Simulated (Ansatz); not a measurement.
# Sn: the cost of one run

Method: DFT r2SCAN, scalar-relativistic, plane waves, PAW, in Ansatz 0.2.0.

1 further run of the same task is left out (set aside as unsound or not needed).

## (1) Starting point

The structure is tetragonal, space group I4/mmm (No. 139). Conventional cell: a = 3.242 Å, b = 3.242 Å, c = 5.199 Å, α = 90.00°, β = 90.00°, γ = 90.00°. Around Sn (site symmetry 4/mmm) lie 12 Sn at 3.24 to 3.47 Å.

Structure file:

```
Sn
1.0
    -1.62111    1.62111    2.59952
     1.62111   -1.62111    2.59952
     1.62111    1.62111   -2.59952
Sn
1
Cartesian
  0.0000 0.0000 0.0000
```

It is the result of an earlier relaxation at this level (volume 27.33 Å³/atom; gap on the mesh: none (metal)).

## (2) The undisturbed cell

Contents of input.yaml:

```yaml
crystal:
  lattice:
    - [-1.6211128905, 1.6211128905, 2.5995156518]
    - [1.6211128905, -1.6211128905, 2.5995156518]
    - [1.6211128905, 1.6211128905, -2.5995156518]
  atoms:
    - { symbol: Sn, position: [0.0, 0.0, 0.0] }
basis:
  ecutwfc: 500
kpoints:
  mp_grid: { grid: [14, 14, 14] }
hamiltonian:
  xc: r2scan
scf:
  occupations: { method: gaussian, width: 0.15 }
output:
  forces: true
  stress: true
  eigenvalues: true
  write_density: true
  write_potential: true
  elf: true
  volumetric_format: npy
```

The run is started by

```sh
> ansatz run input.yaml --threads 2 --pin off --max-ram 5120MiB --backend cpu --events-out ev --progress --plain --runs-dir out
```

What time and memory should one allow on 2 threads of Intel Xeon 6975P-C (Granite Rapids), shared host?

About 3 s, with a peak of 0.52 GiB.
